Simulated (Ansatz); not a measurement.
# ScInS3: the cost of one run

Program: Ansatz 0.2.0. Level of theory: DFT PBE, scalar-relativistic, plane waves, PAW. These are calculated values, not measurements.

### Step 1. The starting structure

It takes space group P4mm (No. 99, tetragonal). The conventional cell has a = 4.355 Å, b = 4.355 Å, c = 5.868 Å, α = 90.00°, β = 90.00°, γ = 90.00°. Sc (site symmetry 4mm) has 12 S at 3.17 to 3.73 Å and 4 In at 3.52 Å as nearest neighbours. In (site symmetry 4mm) is surrounded by 5 S at 2.46 to 2.55 Å. S (site symmetry 2mm) is surrounded by 2 In at 2.55 Å and 4 Sc at 3.58 to 3.73 Å. S (site symmetry 4mm) is surrounded by 1 In at 2.46 Å and 4 Sc at 3.17 Å.

As a file:

```xyz
5
Lattice="4.3555 0.0000 0.0000 0.0000 4.3555 0.0000 0.0000 0.0000 5.8680" Properties=species:S:1:pos:R:3 pbc="T T T"
Sc    2.1777    2.1777    4.2354
In    0.0000    0.0000    0.0635
S     2.1777    0.0000    1.3951
S     0.0000    2.1777    1.3951
S     0.0000    0.0000    3.4756
```

Recipe of the guess: species swapped into a database cell of CeSiPt3 (P4mm, No. 99), with Sc on the Ce sites, In on the Si sites and S on the Pt sites. The dimensions are guesses.

### Step 2. A first look at the guess

The input, input.yaml:

```yaml
crystal:
  lattice:
    - [4.35546063, 0.0, 0.0]
    - [0.0, 4.35546063, 0.0]
    - [0.0, 0.0, 5.86795772]
  atoms:
    - { symbol: Sc, position: [0.5, 0.5, 0.72177708] }
    - { symbol: In, position: [0.0, 0.0, 0.01082112] }
    - { symbol: S, position: [0.5, 0.0, 0.2377544] }
    - { symbol: S, position: [0.0, 0.5, 0.2377544] }
    - { symbol: S, position: [0.0, 0.0, 0.59229296] }
basis:
  ecutwfc: 420
kpoints:
  mp_grid: { grid: [4, 4, 4] }
hamiltonian:
  xc: pbe
scf:
  occupations: { method: gaussian, width: 0.1 }
  lower_state_search: "off"
output:
  forces: true
  stress: true
  eigenvalues: true
```

Started as:

```sh
> ansatz run input.yaml --threads 1 --pin off --max-ram 2560MiB --backend cpu --events-out ev --progress --plain --runs-dir out
```

What time and memory should one allow on 1 thread of Intel Xeon at 2.50GHz (Skylake/Cascade Lake), shared host?

About 14 s, with a peak of 0.38 GiB.
